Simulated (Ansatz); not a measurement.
**C₂H₇AlGeO: up Jacob's ladder to CCSD(T)**

One table from this session's results is given with a row withheld; the runs are named, their logs left out.

The runs use Ansatz 0.2.0, Gaussian basis; functionals in def2-TZVPP, the program's frozen cores in correlated methods.

The runs, in order: PBE-D4, r2SCAN-D4, PBE0-D4, B3LYP-D4, ωB97X-V, ωB97M-V, B2PLYP; CCSD(T)/def2-TZVPP; MP2/def2-QZVPP; extrapolation to the limit.

## The geometry

An earlier PBE0-D4 in a triple-zeta def2 set relaxation fixed the geometry.

12 atoms, charge 0, spin multiplicity 1.

Atoms are counted from 1 here; the program's logs count them from 0.

Bond lengths: C1–C2 1.480 Å, C1–H6 1.095 Å, C1–H7 1.095 Å, C1–H8 1.092 Å, C2–Al3 2.086 Å, C2–O4 1.263 Å, Al3–Ge5 2.539 Å, Al3–H9 1.594 Å, Al3–H10 1.594 Å, O4–Ge5 1.991 Å, Ge5–H11 1.552 Å, Ge5–H12 1.552 Å. Angles: C2–C1–H6 108.6°, C2–C1–H7 108.3°, C2–C1–H8 113.0°, H6–C1–H7 105.6°, H6–C1–H8 110.6°, H7–C1–H8 110.5°, C1–C2–Al3 133.8°, C1–C2–O4 116.1°, Al3–C2–O4 110.1°, C2–Al3–Ge5 68.8°, C2–Al3–H9 111.8°, C2–Al3–H10 112.2°, Ge5–Al3–H9 115.0°, Ge5–Al3–H10 115.3°, H9–Al3–H10 121.7°, C2–O4–Ge5 106.3°, Al3–Ge5–O4 74.8°, Al3–Ge5–H11 128.4° and more.

The first run:

Input file in.yaml:

```yaml
crystal:
  periodic: [false, false, false]
  atoms:
    - {symbol: C, position_ang: [-1.375516, 1.437075, 0.198598]}
    - {symbol: C, position_ang: [-0.388527, 0.349884, 0.015006]}
    - {symbol: Al, position_ang: [1.426044, -0.122161, 0.928725]}
    - {symbol: O, position_ang: [-0.660091, -0.501319, -0.877802]}
    - {symbol: Ge, position_ang: [0.845201, -1.804692, -0.881650]}
    - {symbol: H, position_ang: [-1.696309, 1.443894, 1.245561]}
    - {symbol: H, position_ang: [-0.865557, 2.393706, 0.040794]}
    - {symbol: H, position_ang: [-2.236153, 1.348925, -0.467079]}
    - {symbol: H, position_ang: [1.221011, -0.640970, 2.421765]}
    - {symbol: H, position_ang: [2.576347, 0.914332, 0.551729]}
    - {symbol: H, position_ang: [0.029292, -3.117840, -0.750639]}
    - {symbol: H, position_ang: [1.201160, -1.756033, -2.391009]}
basis:
  gaussian: {orbitals: def2-TZVPP}
hamiltonian: {xc: pbe, dispersion: d4}
output: {forces: true, orbitals: {seedname: orbitals}}
```

Started as:

```sh
$ ansatz run in.yaml --threads 4 --pin off --events-out ev --progress --plain --max-ram 10444MiB
```

Among the steps run: PBE-D4 (GGA); r2SCAN-D4 (meta-GGA); PBE0-D4 (hybrid); B3LYP-D4 (hybrid); ωB97X-V (range-separated); ωB97M-V (range-separated); B2PLYP (double hybrid); CCSD(T) in def2-TZVPP; MP2 in def2-QZVPP.

One of the session's tables, all rows but one given; the rest of the session is left out.

It belongs to the step «Atomisation energies». 

```
            method  atomisation energy (eV)
            PBE-D4                   42.454
         r2SCAN-D4                   42.057
           PBE0-D4                   41.730
          B3LYP-D4                   41.751
           ωB97X-V                   42.100
           ωB97M-V                   41.891
            B2PLYP                   41.297
     HF/def2-TZVPP                   30.281
    MP2/def2-TZVPP                   41.249
   CCSD/def2-TZVPP                   40.288
CCSD(T)/def2-TZVPP                        ?
           MP2/CBS                   42.221
       CCSD(T)/CBS                   41.910
```

Estimate the missing values for CCSD(T)/def2-TZVPP.

The run gave: atomisation energy (eV): 40.937. In the column «atomisation energy (eV)» it lies between CCSD/def2-TZVPP (40.288) and MP2/def2-TZVPP (41.249).

To keep in mind: Free atoms (2 C, 1 Al, 1 O, 1 Ge, 7 H) were run apart at each level; the atomisation energy is their sum less the molecule, without zero-point or spin-orbit terms.
